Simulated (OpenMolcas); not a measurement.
# Ir⁶⁺ among point charges: CASSCF and CASPT2 levels and susceptibility

How does a field of 6 point charges split the states of Ir⁶⁺, and what χT follows?

Method: state-averaged CASSCF and CASPT2, spin-orbit coupling by RASSI with atomic mean-field integrals. Code: OpenMolcas 26.06.

## Step 1: The atom as given

* Species: Ir⁶⁺ (iridium, Z = 77, 71 electrons)
* Basis: ANO-RCC-VDZP [7s6p4d2f], 59 functions
* Scalar Hamiltonian: DKH2, point nucleus
* Inactive shells: 1s 2s 2p 3s 3p 3d 4s 4p 4d 4f 5s 5p
* Active space: 3 electrons in 5 orbitals (5d)
* Some configurations of this space: 5d³
* Orbitals: optimised for each spin and parity, averaged over all roots

The outer shells:

5d3
```
5d [↑ ][↑ ][↑ ][  ][  ]
```

The ion sits among 6 point charges of -1.7 e arranged as a tetragonal octahedron (D4h), 2.1 Å from the ion, with the axial distance 2.289 Å.

Each step is its own input file, run in one work folder so that later steps find the files of earlier ones. Labels, J, g values, rates, χT and fits are worked out afterwards by a script from the matrices that RASSI stores. The input lists half of the charges; inversion (Group=XYZ) makes the rest.

## Step 2: One- and two-electron integrals

a.inp reads:

```
&GATEWAY
Coord
1

Ir 0.0 0.0 0.0
Basis=ANO-RCC-VDZP
Group=XYZ
NoMove
AngMom=0.0 0.0 0.0
AMFI
XField
3 Angstrom 0
2.100000 0.000000 0.000000 -1.700000
0.000000 2.100000 0.000000 -1.700000
0.000000 0.000000 2.289000 -1.700000
&SEWARD
```

Command:

```sh
OMP_NUM_THREADS=1 MOLCAS_MEM=1689 MOLCAS_PROJECT=a pymolcas a.inp > a.log
```

## Step 3: Reference wave functions, quartets of even parity, 10 roots

a.inp reads:

```
&RASSCF
FileOrb=start.orb
Symmetry=1
Spin=4
nActEl=3 0 0
Inactive=15 19
Ras2=5 0
CIRoot=10 10 1
SDav=10
CIMx=300
Iter=120 100
PrWF=0.3
OrbListing=Nothing
MaxOrb=0
>>> COPY $Project.JobIph JOB001
```

start.orb holds the contracted functions of the basis, ordered by shell, or the orbitals of the step before.

## Step 4: CASSCF: doublets of even parity, 40 roots

a.inp reads:

```
&RASSCF
FileOrb=start.orb
Symmetry=1
Spin=2
nActEl=3 0 0
Inactive=15 19
Ras2=5 0
CIRoot=40 40 1
SDav=40
CIMx=300
Iter=120 100
PrWF=0.3
OrbListing=Nothing
MaxOrb=0
>>> COPY $Project.JobIph JOB002
```

## Step 5: RASSI: spin-orbit coupling between the states

a.inp reads:

```
&RASSI
NrOfJobIphs=2 10 40
1 2 3 4 5 6 7 8 9 10
1 2 3 4 5 6 7 8 9 10 11 12 13 14 15 16 17 18 19 20 21 22 23 24 25 26 27
28 29 30 31 32 33 34 35 36 37 38 39 40
IphNames
JOB001
JOB002
EJob
SpinOrbit
DIPRint=1.0
SOCoupling=1000.0
Subsets=2
Property=9
'ANGMOM' 1 'ANGMOM' 2 'ANGMOM' 3 'MLTPL  1' 1 'MLTPL  1' 2 'MLTPL  1' 3
'AMFI' 1 'AMFI' 2 'AMFI' 3
SOProperty=3
'ANGMOM' 1 'ANGMOM' 2 'ANGMOM' 3
```

## Step 6: CASPT2: IPEA 0.25, imaginary shift 0.1 (closed shells correlated: 5s 5p)

a.inp reads:

```
>>> COPY JOB001 $Project.JobIph
&CASPT2
Multistate=10 1 2 3 4 5 6 7 8 9 10
NoMult
Frozen=14 16
IPEA=0.25
Imaginary=0.1
MaxIter=60
WThr=0.0 0.3 0.05
PrWF=0.5
NoMix
>>> COPY JOB002 $Project.JobIph
&CASPT2
Multistate=40 1 2 3 4 5 6 7 8 9 10 11 12 13 14 15 16 17 18 19 20 21 22
23 24 25 26 27 28 29 30 31 32 33 34 35 36 37 38 39 40
NoMult
Frozen=14 16
IPEA=0.25
Imaginary=0.1
MaxIter=60
WThr=0.0 0.3 0.05
PrWF=0.5
NoMix
```

(Steps that only read results are left out.)

Q: Predict the outcome of this session. Wanted: spin-free ground state; first state of the same spin within the active space; lowest level; next level.

**Answer**, as computed:

| quantity | value |
| --- | --- |
| method | SS-CASPT2, IPEA 0.25, imaginary shift 0.1 (closed shells correlated: 5s 5p) |
| spin-free ground state | 4B1, 1-fold in its orbital part |
| first state of the same spin within the active space | 4E at 3570 cm⁻¹ |
| lowest level | 2-fold E3/2, g = 0.65, 0.65, 1.32 |
| next level | 903.7 cm⁻¹ |
| χT at 300 K | 0.11 cm³ K/mol |
| effective moment at 300 K | 0.92 μB |

Cost by method:

| method | time of its own steps | time with the reference |
| --- | --- | --- |
| A. CASSCF | 10 s | 10 s |
| B. SS-CASPT2, IPEA 0.25, imaginary shift 0.1, +5s 5p | 3.9 s | 14 s |

Times are of one thread on a shared host.

What this shows: The spin-free ground state (4B1) comes to 100 % from free-ion F terms and keeps the highest spin of the shell. χT at 300 K is 0.11, against 1.88 cm³ K/mol for the spin alone, so spin-orbit coupling lowers it. The field of point charges can differ much from that of real complexes. Point charges carry no covalency, so the field is a model and not that of real ligands.
